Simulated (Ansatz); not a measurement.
Predict the output of the script below (the Python package of Ansatz (0.2.0)).

`deck.py`:
```python
'''Run C3H8OSi2 from an input written out key by key.'''

import logging
import sys

import ansatz as az

logging.basicConfig(stream=sys.stdout, format='[%(levelname)s] %(message)s')
log = logging.getLogger('run')
log.setLevel(logging.INFO)

DECK = '''
crystal:
  periodic: [false, false, false]
  atoms:
    - { symbol: C, position_ang: [3.3816, -1.4748, 0.0547] }
    - { symbol: C, position_ang: [2.1665, -0.6639, 0.1388] }
    - { symbol: C, position_ang: [1.1673, -0.0001, 0.2068] }
    - { symbol: Si, position_ang: [-0.3924, 1.0285, 0.3101] }
    - { symbol: O, position_ang: [-1.7309, 0.2184, -0.226] }
    - { symbol: Si, position_ang: [-3.3472, 0.4989, -0.4089] }
    - { symbol: H, position_ang: [4.1179, -1.005, -0.6044] }
    - { symbol: H, position_ang: [3.8376, -1.5956, 1.0419] }
    - { symbol: H, position_ang: [3.1583, -2.4703, -0.3404] }
    - { symbol: H, position_ang: [-0.232, 2.263, -0.4968] }
    - { symbol: H, position_ang: [-0.6238, 1.4467, 1.7145] }
    - { symbol: H, position_ang: [-3.9488, 0.8178, 0.9085] }
    - { symbol: H, position_ang: [-4.0018, -0.7072, -0.97] }
    - { symbol: H, position_ang: [-3.5524, 1.6436, -1.3289] }
basis:
  gaussian: { orbitals: cc-pVDZ }
correlation:
  method: mp2
'''


def main() -> None:
    session = az.Session.from_yaml(DECK)
    report = session.plan(threads=1).execute().report

    log.info(f'E = {report["free_energy_ev"]:.6f} eV = {report["free_energy_ev"] / 27.211386246:.7f} Ha')
    print('converged:', report['converged'], ' doubts:', report['published_state_doubts'] or 'none')
    symbols = ['C', 'C', 'C', 'Si', 'O', 'Si', 'H', 'H', 'H', 'H', 'H', 'H', 'H', 'H']
    print('correlation energy', round(report['free_energy_ev'] - report['reference_energy_ev'], 5), 'eV')
    cluster = report['correlation'].get('coupled_cluster')
    if cluster:
        print('cycles', cluster['cycles'], ' T1 diagnostic', round(cluster['t1_diagnostic'], 4), ' largest double', round(cluster['largest_double'], 4))
    field = report['mean_field']
    print('<S^2> =', round(abs(field['state']['spin_squared']), 4), ' all-electron relativity setting:', field['relativity'])
    print('passes:', field['passes'])
    if 'symmetry' in field:
        print('occupied orbitals by irrep:', field['symmetry']['occupied'])


if __name__ == '__main__':
    main()
```

```console
$ python deck.py
[INFO] E = -21001.678523 eV = -771.7974503 Ha
converged: True  doubts: none
correlation energy -20.89959 eV
<S^2> = 0.0  all-electron relativity setting: none
passes: {'evaluations': 13, 'products': 46}
occupied orbitals by irrep: [{'A': 31}, {'A': 31}]
```

Caveats:
- Total energies depend on the basis set; only differences at equal settings carry meaning.
- The geometry is a force-field or estimated start, not a minimum of this method, and the basis set is short of its limit.
- Run time: 2.9 s on 1 thread of Arm Neoverse V2, with other jobs on the host, peak memory 0.3 GiB.
